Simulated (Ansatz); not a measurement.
# In3Cl: the cost of one run

Computed with Ansatz 0.2.0 (DFT PBE+D3(BJ), scalar-relativistic, plane waves, PAW, unless a step's input says otherwise).

## 1. The structure to begin with

The structure is hexagonal, space group P6_3/mmc (No. 194). The conventional cell has a = 6.581 Å, b = 6.581 Å, c = 6.119 Å, α = 90.00°, β = 90.00°, γ = 120.00°. Around In (site symmetry mm2) lie 8 In at 3.26 to 3.59 Å and 4 Cl at 3.29 to 3.61 Å. Cl (site symmetry -6m2) is surrounded by 12 In at 3.29 to 3.61 Å.

Structure file:

```xyz
8
Lattice="6.5810 0.0000 0.0000 -3.2905 5.6993 0.0000 0.0000 0.0000 6.1189" Properties=species:S:1:pos:R:3 pbc="T T T"
In    1.6297    0.9409    4.5892
In    4.9512    0.9409    4.5892
In    3.2905    3.8174    4.5892
In    1.6607    4.7584    1.5297
In   -1.6607    4.7584    1.5297
In    0.0000    1.8819    1.5297
Cl    3.2905    1.8998    1.5297
Cl    0.0000    3.7995    4.5892
```

The structure comes from the Materials Project (structure only).

## 2. Strain and moves within a subgroup

Against the listed cell: strain xx, yy, zz, yz, xz, xy = -1.8, -1.8, +1.2, +0.0, +0.0, +0.0 %; atoms moved by 0.03 Å root mean square, at most 0.04 Å.

File input.yaml:

```yaml
crystal:
  lattice:
    - [6.4630663243, 0.0, 0.0]
    - [-3.2315331622, 5.5971796232, 0.0]
    - [0.0, 0.0, 6.192854771]
  atoms:
    - { symbol: In, position: [0.3259876543, 0.1625267975, 0.7510464902] }
    - { symbol: In, position: [0.8374732025, 0.1634608567, 0.7510464902] }
    - { symbol: In, position: [0.8365391433, 0.6740123457, 0.7510464902] }
    - { symbol: In, position: [0.6740123457, 0.8365391433, 0.2489535098] }
    - { symbol: In, position: [0.1634608567, 0.8374732025, 0.2489535098] }
    - { symbol: In, position: [0.1625267975, 0.3259876543, 0.2489535098] }
    - { symbol: Cl, position: [0.6666666667, 0.3333333333, 0.2567882562] }
    - { symbol: Cl, position: [0.3333333333, 0.6666666667, 0.7432117438] }
basis:
  ecutwfc: 420
kpoints:
  mp_grid: { grid: [6, 6, 6] }
hamiltonian:
  xc: pbe
  dispersion: d3bj
scf:
  occupations: { method: gaussian, width: 0.1 }
output:
  forces: true
  stress: true
  eigenvalues: true
```

Command:

```
> ansatz run input.yaml --threads 1 --pin off --max-ram 2560MiB --backend cpu --events-out ev --progress --plain --runs-dir out
```

What time and memory should one allow on 1 thread of Arm Neoverse V2, shared host?

About 27 s, with a peak of 0.57 GiB.
